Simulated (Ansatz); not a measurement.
Working through relaxations under a series of pressures of CsKICl, space group P4/mmm

Computed with Ansatz's Python interface.

The cells in order, each with its output:

**Cell 1**
```python
import ansatz as az
import numpy as np
import pandas as pd
```

**Cell 2**
```python
def edges_and_angles(cell):
    cell = np.asarray(cell)
    a, b, c = np.linalg.norm(cell, axis=1)
    cosines = cell[1] @ cell[2] / (b * c), cell[0] @ cell[2] / (a * c), cell[0] @ cell[1] / (a * b)
    return (a, b, c, *np.degrees(np.arccos(cosines)))

lattice = az.Lattice.of(
    [4.991113, 0.0, 0.0],
    [0.0, 4.991113, 0.0],
    [0.0, 0.0, 7.509419],
)
sites = [
    ("K", [0.0, 0.0, 0.0]),
    ("Cs", [0.5, 0.5, 0.5]),
    ("I", [0.5, 0.5, 0.0]),
    ("Cl", [0.0, 0.0, 0.5]),
]
system = az.Crystal(lattice=lattice)
for symbol, position in sites:
    system = system.atom(symbol, position)
```

**Cell 3**
```python
system.resolved().sites[-1]
```
Output:
```text
Site(symbol='Cl', position=(0.0, 0.0, 0.5), moment=None, axis=None, held=None, saved=None)
```

**Cell 4**
```python
job = system.calculation()
job = job.functional("pbesol")
job = job.occupations("fixed").kpoints(4)
```

**Cell 5**
```python
# H = F + PV, with 1 GPa A^3 = 1/160.21766 eV
rows = []
for pressure in [0, 5, 10, 20]:
    outcome = job.relax(cell=True, pressure=pressure).run(threads=1)
    cell = outcome.lattice.cell_ang
    n_atoms = len(outcome.lattice.sites)
    volume = abs(np.linalg.det(cell)) / n_atoms
    enthalpy = outcome.report["free_energy_ev"] / n_atoms + pressure * volume / 160.21766
    rows.append((pressure, volume, enthalpy, *edges_and_angles(cell)))
    print(f"{pressure} GPa done: {volume:.4f} A^3/atom")
```
Output:
```text
DeckWarning: basis.ecutwfc = 420 eV, auto-derived from the records' recommended cutoffs: set by K (normal level)
0 GPa done: 43.6384 A^3/atom
5 GPa done: 34.8862 A^3/atom
10 GPa done: 31.1900 A^3/atom
20 GPa done: 27.1684 A^3/atom
```

**Cell 6**
```python
table = pd.DataFrame(rows, columns=["P_GPa", "V_A3_atom", "H_eV_atom", "a", "b", "c", "alpha", "beta", "gamma"])
print(table.round(4).to_string(index=False))
p, v = np.array([row[0] for row in rows], float), np.array([row[1] for row in rows])
print("mean bulk modulus between rows (GPa):", np.round(-np.diff(p) / np.diff(np.log(v)), 1))
```
Output:
```text
 P_GPa  V_A3_atom  H_eV_atom      a      b      c  alpha  beta  gamma
     0    43.6384 -3900.4135 4.8798 4.8798 7.3303   90.0  90.0   90.0
     5    34.8862 -3899.2167 4.5519 4.5519 6.7348   90.0  90.0   90.0
    10    31.1900 -3898.1911 4.3896 4.3896 6.4747   90.0  90.0   90.0
    20    27.1684 -3896.3836 4.1957 4.1957 6.1732   90.0  90.0   90.0
mean bulk modulus between rows (GPa): [22.3 44.6 72.4]
```

The volume falls from 43.64 Å³ an atom at 0 GPa to 27.17 at 20 GPa, by 37.7 %. Between 0 and 5 GPa, -V dP/dV is about 22 GPa, a mean over that step.

Caveats:
- Absolute energies stand on the zero of these potentials, so only differences at equal settings mean something.
- At a fixed pressure a relaxation lowers the enthalpy F + PV, while F alone can rise.
- The structure comes from a database of computed cells and needn't be a stable or known phase.
- Warnings are shown shortened and without file and line.
- Symmetry holds the cell in this phase, whether or not it is the stable one at each pressure.
- Run time: 87 s on 1 thread of Arm Neoverse V2 (shared host), peak memory 0.6 GiB.
